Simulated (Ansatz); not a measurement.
# LuZnSn: the cost of one run

Program: Ansatz 0.2.0. Level of theory: reference: DFT r2SCAN, plane waves, PAW, scalar-relativistic, no spin polarisation. These are calculated values, not measurements.

1 further run of the same task is left out (it didn't finish).

### 1 The system as given

It takes space group P6_3mc (No. 186, hexagonal). Conventional cell: a = 4.685 Å, b = 4.685 Å, c = 7.533 Å, α = 90.00°, β = 90.00°, γ = 120.00°. Lu (site symmetry 3m) is surrounded by 3 Zn at 3.05 Å and 6 Sn at 3.20 to 3.39 Å. Zn (site symmetry 3m) has 4 Sn at 2.78 to 3.13 Å and 3 Lu at 3.05 Å as nearest neighbours. Around Sn (site symmetry 3m) lie 4 Zn at 2.78 to 3.13 Å.

As a file:

```xyz
6
Lattice="2.3423 4.0569 0.0000 -2.3423 4.0569 0.0000 0.0000 0.0000 7.5331" Properties=species:S:1:pos:R:3 pbc="T T T"
Lu    0.0000    0.0000    1.8833
Lu    0.0000    0.0000    5.6498
Zn   -0.0002    2.7047    0.4663
Zn   -0.0002    5.4091    4.2329
Sn   -0.0002    2.7047    3.5993
Sn   -0.0002    5.4091    7.3659
```

### 2 Reference

Contents of input.yaml:

```yaml
crystal:
  lattice:
    - [2.342258, 4.056908, 0.0]
    - [-2.342258, 4.056908, 0.0]
    - [0.0, 0.0, 7.533113]
  atoms:
    - { symbol: Lu, position: [0.0, 0.0, 0.25] }
    - { symbol: Lu, position: [0.0, 0.0, 0.75] }
    - { symbol: Zn, position: [0.3333, 0.3334, 0.0619] }
    - { symbol: Zn, position: [0.6666, 0.6667, 0.5619] }
    - { symbol: Sn, position: [0.3333, 0.3334, 0.4778] }
    - { symbol: Sn, position: [0.6666, 0.6667, 0.9778] }
  symmetry: { tolerance: 0.0003 }
kpoints:
  mp_grid: { grid: [5, 5, 3], shift: [0, 0, 0] }
magnetization:
  spin_polarized: false
scf:
  occupations: { method: fermi_dirac, width: 0.0978 }
hamiltonian:
  pseudopotentials: { kind: paw }
  xc: r2scan
basis:
  ecutwfc: 500
output:
  forces: true
  stress: true
  eigenvalues: true
relax:
  max_steps: 40
  cell: {}
```

Launch:

```
ansatz run input.yaml --threads 1 --pin off --max-ram 2560MiB --backend cpu --events-out ev --progress --plain --runs-dir out
```

What time and memory should one allow on 1 thread of AMD EPYC 9R45 (Zen 5), shared host?

About 89 s, with a peak of 0.82 GiB.
